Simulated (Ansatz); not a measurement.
# SnH+ (singlet): the correlation ladder at distance Sn1–H2 = 2.135 Å, def2-TZVPP

One table from this session's results is given with a row withheld; the runs are named, their logs left out.

Computed with Ansatz 0.2.0, Gaussian basis. Level: def2-TZVPP, core rule «outside noble gas», up to 9 orbitals frozen.

To be run: UHF; CCSD(T) on RHF; BCCD(T) on RHF; CISD; CCSDT(Q) on RHF; CASSCF and MRCISD+Q, 2 electrons in 2 orbitals; CASSCF and NEVPT2, 2 electrons in 2 orbitals; CASSCF and MRCISD+Q, 4 electrons in 5 orbitals; CASSCF and NEVPT4(SD), 4 electrons in 5 orbitals; CASSCF and NEVPT2, 4 electrons in 5 orbitals; Full CI.

17 further runs of the same task are left out: 15 that didn't finish, 2 set aside as unsound or not needed.

### What is computed

The geometry derives from a PBE0/def2-TZVP stationary point (not a proven minimum). One bond is set to the value named and the two fragments are kept rigid. No spin-orbit coupling is included. Elements past krypton take def2 core potentials.

2 atoms, charge 1, spin multiplicity 1.

Atoms are counted from 1 here; the program's logs count them from 0.

Bond lengths: Sn1–H2 2.135 Å.

Set-up of the first run:

Contents of in.yaml:

```yaml
crystal:
  periodic: [false, false, false]
  atoms:
    - {symbol: Sn, position_ang: [0.000000, 0.000000, 0.000000]}
    - {symbol: H, position_ang: [0.000000, 0.000000, 2.135000]}
basis:
  gaussian: {orbitals: def2-TZVPP}
total_charge: 1
magnetization: {spin_polarized: true, initial_magnetization: 0}
hamiltonian: {xc: hf}
output: {orbitals: {seedname: orbitals}}
```

Started as:

```console
$ ansatz run in.yaml --threads 1 --pin off --events-out ev --progress --plain --max-ram 2393MiB
```

Among the steps run: UHF; CCSD(T) on RHF; BCCD(T) on RHF; CISD; CCSDT(Q) on RHF; CASSCF and MRCISD+Q, 2 electrons in 2 orbitals; CASSCF and NEVPT2, 2 electrons in 2 orbitals; CASSCF and MRCISD+Q, 4 electrons in 5 orbitals; CASSCF and NEVPT4(SD), 4 electrons in 5 orbitals; CASSCF and NEVPT2, 4 electrons in 5 orbitals; Full CI.

One of the session's tables, all rows but one given; the rest of the session is left out.

```
            method  from FCI (kJ/mol)
               RHF             +218.9
              RMP2              +59.5
              CISD              +11.1
             RCCSD               +5.2
          RCCSD(T)               +1.2
           BCCD(T)               +1.2
            RCCSDT               +0.2
         RCCSDT(Q)                0.0
       CASSCF pair             +151.7
       NEVPT2 pair              +41.6
    CASSCF valence              +85.9
    NEVPT2 valence              +25.4
NEVPT4(SD) valence               +5.0
    MRCISD valence               +2.7
  MRCISD+Q valence                  ?
               FCI                  0
```

Estimate the missing values for MRCISD+Q valence.

**Answer.** from FCI (kJ/mol): +0.8. In the column «from FCI (kJ/mol)» it lies between RCCSDT (+0.2) and RCCSD(T) (+1.2).

Not comparable, so not listed: CASSCF and MRCISD+Q, 2 electrons in 2 orbitals (they don't share determinant, frozen orbitals or solution with the rows shown, or repeat one).

To keep in mind: Warnings in the runs' records: passed over end.
